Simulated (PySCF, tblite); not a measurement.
# C₆H₁₀O₂P−: geometry, infrared bands and NMR shifts

Wanted: the infrared bands and NMR shifts of C₆H₁₀O₂P− (`C=C[P@](=O)([O-])C1CCC1`), by calculation.

Computed with tblite 0.8.0 and PySCF 2.14.0, with density-fitted response routines of our own, on a single molecule in the gas phase. Atoms count from 0, in the outputs and in this text.

## (1) Starting geometry

19 atoms, charge -1, multiplicity 1; geometry from: force field or distance geometry start.

Bonds of the start (Å): C0–C1 1.33, C1–P2 1.78, P2–O3 1.53, P2–O4 1.68, P2–C5 1.80, C5–C6 1.52, C6–C7 1.53, C7–C8 1.51, C8–C5 1.51, C0–H9 1.07, C0–H10 1.08, C1–H11 1.10, C5–H12 1.13, C6–H13 1.09, C6–H14 1.10, C7–H15 1.10, C7–H16 1.11, C8–H17 1.11, C8–H18 1.11.

## (2) Optimising the geometry with GFN2-xTB

Job settings and geometry (Å):

```
{"job": {"kind": "relax", "xc": "GFN2-xTB", "basis": "xTB"}, "charge": -1, "multiplicity": 1}
C      3.438000    -0.619900     0.548900
C      2.291200     0.042000     0.697200
P      1.067100     0.043500    -0.593000
O      1.184100    -1.177900    -1.502900
O      1.314000     1.456200    -1.475300
C     -0.550700     0.090500     0.199200
C     -1.459400    -1.096100    -0.071700
C     -2.592700    -0.087300     0.114600
C     -1.625000     0.909300    -0.484700
H      3.704500    -1.178400    -0.318500
H      4.136700    -0.590300     1.367100
H      2.077300     0.584700     1.629500
H     -0.566500     0.354000     1.300300
H     -1.427000    -1.882200     0.686900
H     -1.458300    -1.439000    -1.116100
H     -3.500900    -0.302300    -0.466300
H     -2.776300     0.166500     1.178200
H     -1.754400     1.943700    -0.114900
H     -1.511500     0.807300    -1.585700
```

On the command line:

```bash
> OMP_NUM_THREADS=1 python probes_run.py task.json out
```

The driver reads the jobs from task.json and runs them one after another.

**Question.** This job is followed by: GFN2-xTB harmonic vibrations, gas phase; GIAO PBE0/pcSseg-1 NMR shielding, non-relativistic, gas phase. Predict these results of the whole session: strongest single infrared mode (GFN2-xTB); zero-point energy (GFN2-xTB); 13C shifts against TMS (PBE0/pcSseg-1); 1H shifts against TMS (PBE0/pcSseg-1); 31P shifts against H3PO4 (PBE0/pcSseg-1); 17O shifts against H2O (PBE0/pcSseg-1).

The runs gave:

| quantity | value |
| --- | --- |
| strongest single infrared mode (GFN2-xTB) | 2948 cm⁻¹, 224 km/mol |
| zero-point energy (GFN2-xTB) | 93.4 kcal/mol |
| 13C shifts against TMS (PBE0/pcSseg-1) | 158.7, 123.3, 35.4, 24.9, 21.7, 21.0 ppm |
| 1H shifts against TMS (PBE0/pcSseg-1) | 6.40, 5.88, 5.39, 2.74, 2.64, 1.89, 1.73, 1.56, 1.50, 1.34 ppm |
| 31P shifts against H3PO4 (PBE0/pcSseg-1) | -1.7 ppm |
| 17O shifts against H2O (PBE0/pcSseg-1) | 142.6, 105.1 ppm |

**Reading.** Relaxing lowered the energy by 1.485 eV in 155 steps; the close pair that moved most is P2–O4, from 1.684 to 1.492 Å. No mode is imaginary among the 51: a minimum at this level. The strongest single mode, at 2948 cm⁻¹, is spread over several atoms, H16, H12, H17, H13 among them. GFN2-xTB is a fitted tight-binding method: band positions and strengths are rough. Its intensities can rank the bands wrongly. At PBE0/pcSseg-1: The largest span, 255 ppm, is at P2, where the paramagnetic term is -644 ppm.
